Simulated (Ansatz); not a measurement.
**The silver atom (doublet): the correlation ladder, def2-SVPD**

How much of the correlation energy of the silver atom (doublet) does each wave-function method recover here?

Method: def2-SVPD, core rule «outside noble gas», up to 4 orbitals frozen; program: Ansatz 0.2.0, Gaussian basis.

Plan: UHF; CCSD(T) on ROHF; CCSD(T) on UHF; CISD; CCSDT(Q) on ROHF; CCSDT(Q) on UHF; CASSCF and MRCISD+Q, 11 electrons in 6 orbitals; CASSCF and MRCISD+Q(relaxed), 11 electrons in 6 orbitals; CASSCF and NEVPT4(SD), 11 electrons in 6 orbitals; CASSCF and NEVPT2, 11 electrons in 6 orbitals.

## 1. The atom

A free atom, in its lowest state of this spin that the program finds. No spin-orbit coupling is included. Elements past krypton take def2 core potentials.

1 atom, charge 0, spin multiplicity 2.

## 2. UHF

File in.yaml:

```yaml
crystal:
  periodic: [false, false, false]
  atoms:
    - {symbol: Ag, position_ang: [0.000000, 0.000000, 0.000000]}
basis:
  gaussian: {orbitals: def2-SVPD}
magnetization: {spin_polarized: true, initial_magnetization: 1}
hamiltonian: {xc: hf}
output: {orbitals: {seedname: orbitals}}
```

On the command line:

```bash
$ ansatz run in.yaml --threads 1 --pin off --events-out ev --progress --plain --max-ram 2393MiB
```

After this run come: CCSD(T) on ROHF; CCSD(T) on UHF; CISD; CCSDT(Q) on ROHF; CCSDT(Q) on UHF; CASSCF and MRCISD+Q, 11 electrons in 6 orbitals; CASSCF and MRCISD+Q(relaxed), 11 electrons in 6 orbitals; CASSCF and NEVPT4(SD), 11 electrons in 6 orbitals; CASSCF and NEVPT2, 11 electrons in 6 orbitals.

Q: Predict the results of all the runs planned. Wanted: UCCSDT(Q) below the RHF energy; RMP2 from UCCSDT(Q); UMP2 from UCCSDT(Q); RCCSD from UCCSDT(Q); RCCSD(T) from UCCSDT(Q); UCCSD(T) from UCCSDT(Q); RCCSDT(Q) from UCCSDT(Q); NEVPT2 valence from UCCSDT(Q); NEVPT4(SD) valence from UCCSDT(Q).

The runs gave:

| quantity | value |
| --- | --- |
| UCCSDT(Q) below the RHF energy | -6.2717 eV |
| RMP2 from UCCSDT(Q) | -1.17 kcal/mol |
| UMP2 from UCCSDT(Q) | -1.27 kcal/mol |
| RCCSD from UCCSDT(Q) | +3.29 kcal/mol |
| RCCSD(T) from UCCSDT(Q) | -0.11 kcal/mol |
| UCCSD(T) from UCCSDT(Q) | -0.17 kcal/mol |
| RCCSDT(Q) from UCCSDT(Q) | +0.08 kcal/mol |
| NEVPT2 valence from UCCSDT(Q) | +16.17 kcal/mol |
| NEVPT4(SD) valence from UCCSDT(Q) | +3.63 kcal/mol |
| MRCISD+Q valence from UCCSDT(Q) | +2.62 kcal/mol |
| levels within 1 kcal/mol (43 meV) | RCCSD(T), UCCSD(T), RCCSDT, UCCSDT, RCCSDT(Q) |
| T1 diagnostic | 0.013 |
| effectively unpaired electrons | 1.00 |

In words: RCCSD(T) lands -0.11 kcal/mol from the yardstick (0.1 % of the correlation energy). One determinant dominates. Of the multireference levels listed MRCISD+Q valence comes nearest in total energy (+2.62 kcal/mol), which doesn't show that its space is the better one. These misses are within one basis, not against nature; the frozen cores of restricted and unrestricted runs differ, which can shift their rows.
